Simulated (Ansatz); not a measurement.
The system is NbTe.

```
Te Nb
1.0
     3.70297    0.00000    0.00000
    -1.85149    3.20687    0.00000
     0.00000    0.00000    3.69421
Te Nb
1 1
Direct
  0.66667 0.33333 0.00000
  0.00000 0.00000 0.50000
```

The cell comes from a database or a generator and needn't be the stable form of this composition.

- Program: Ansatz 0.2.0
- Task: relaxation of cell and atoms
- Functional: PBEsol
- Dispersion: D3(BJ)-ATM
- Potentials or basis: Ansatz PAW
- Cutoff: 420 eV (not typed: the program's choice for these potentials)
- k mesh: 8 × 8 × 7
- Occupations: fermi-dirac, width 0.05 eV
- Spin: no spin polarisation

At the start: volume 21.93 Å³/atom.

Q: Where does the relaxation end?

A: It ends after 6 steps and the volume is 20.28 Å³/atom (-7.5 %); space group P-6m2 (No. 187, to 0.05 Å).

Step by step:
| step | energy change (eV) | largest force (eV/Å) | volume (Å³) |
| --- | --- | --- | --- |
| 1 | 0.0000 | 0.0000 | 43.87 |
| 2 | -0.0100 | 0.0000 | 38.02 |
| 3 | -0.0997 | 0.0000 | 40.85 |
| 4 | -0.1019 | 0.0000 | 40.70 |
| 5 | -0.1024 | 0.0000 | 40.57 |
| 6 | -0.1017 | 0.0000 | 40.57 |

Final structure:
```yaml
crystal:
  lattice:
    - [3.57880, 0.00000, 0.00000]
    - [-1.78940, 3.09934, 0.00000]
    - [0.00000, 0.00000, 3.65758]
  atoms:
    - { symbol: Te, position: [0.66667, 0.33333, 0.00000] }
    - { symbol: Nb, position: [0.00000, 0.00000, 0.50000] }
```

Caveat: the plane-wave basis is chosen anew once the cell has moved, so the energies of steps on either side of that aren't comparable; pairwise dispersion overbinds metals, which lowers pressure and volume; the PAW data sets come from PBE, with cores solved anew for the run's functional, which leaves a small shift of forces and pressure.
